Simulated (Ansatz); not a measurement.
# Fe (bcc type): how the settings move a relaxation

Aim: see which settings change the result for Fe (bcc type), by how much, and at what cost.

Computed with Ansatz 0.2.0 (reference: DFT, PBEsol, PAW with Ansatz's default frozen-core files, scalar-relativistic, unless a step's input says otherwise).

### 1 The system as given

Symmetry: Im-3m, No. 229, cubic system. The conventional cell has a = 2.788 Å, b = 2.788 Å, c = 2.788 Å, α = 90.00°, β = 90.00°, γ = 90.00°. Around Fe (site symmetry m-3m) lie 8 Fe at 2.41 Å.

As a file:

```cif
data_structure
_symmetry_space_group_name_H-M 'P 1'
_symmetry_Int_Tables_number 1
_cell_length_a 2.4146
_cell_length_b 2.4146
_cell_length_c 2.4146
_cell_angle_alpha 109.471
_cell_angle_beta 109.471
_cell_angle_gamma 109.471
_cell_volume 10.84
loop_
_atom_site_label
_atom_site_type_symbol
_atom_site_fract_x
_atom_site_fract_y
_atom_site_fract_z
_atom_site_occupancy
Fe1 Fe 0.00000 0.00000 0.00000 1
```

### 2 The reference run

input.yaml reads:

```yaml
crystal:
  lattice:
    - [-1.3940650116, 1.3940650116, 1.3940650116]
    - [1.3940650116, -1.3940650116, 1.3940650116]
    - [1.3940650116, 1.3940650116, -1.3940650116]
  atoms:
    - { symbol: Fe, position: [0.0, 0.0, 0.0], spin: 2.5 }
magnetization:
  spin_polarized: true
kpoints:
  mp_grid: { grid: [22, 22, 22] }
scf:
  occupations: { method: fermi_dirac, width: 0.1 }
hamiltonian:
  xc: pbesol
  pseudopotentials: { kind: paw }
output:
  forces: true
  stress: true
  write_density: true
  write_potential: true
  elf: true
  volumetric_format: npy
relax:
  f_tol: 0.005
  max_steps: 40
  cell: {}
```

Command:

```bash
> ansatz run input.yaml --threads 3 --pin off --max-ram 9216MiB --backend cpu --events-out ev --progress --plain --runs-dir out
```

### 3 Changed: ecutwfc 400 eV

Changes to input.yaml since step 2:

```diff
@@ -27 +27,3 @@
   cell: {}
+basis:
+  ecutwfc: "400 eV"
```

Before running it: what results should come out? Wanted: for each run, ending; energy change; pressure; abs. moment; force.

As calculated:

```tsv
run	ending	energy change	pressure (GPa)	abs. moment (μB)	force (eV/Å)	cycles	time
reference	converged	0	0.0	2.18	0.00	15	9 s
1: ecutwfc 400 eV	converged	+1.0 meV/atom	0.0	2.18	0.00	15	8.3 s
```

What this shows: Changing the cutoff moves the energy by +1.0 meV/atom. The log warns that the cutoff is under what these potentials recommend, so the shift is basis error. Run 1 ran under the cutoff that the potentials recommend, as the log warns, so basis error is mixed into its values.
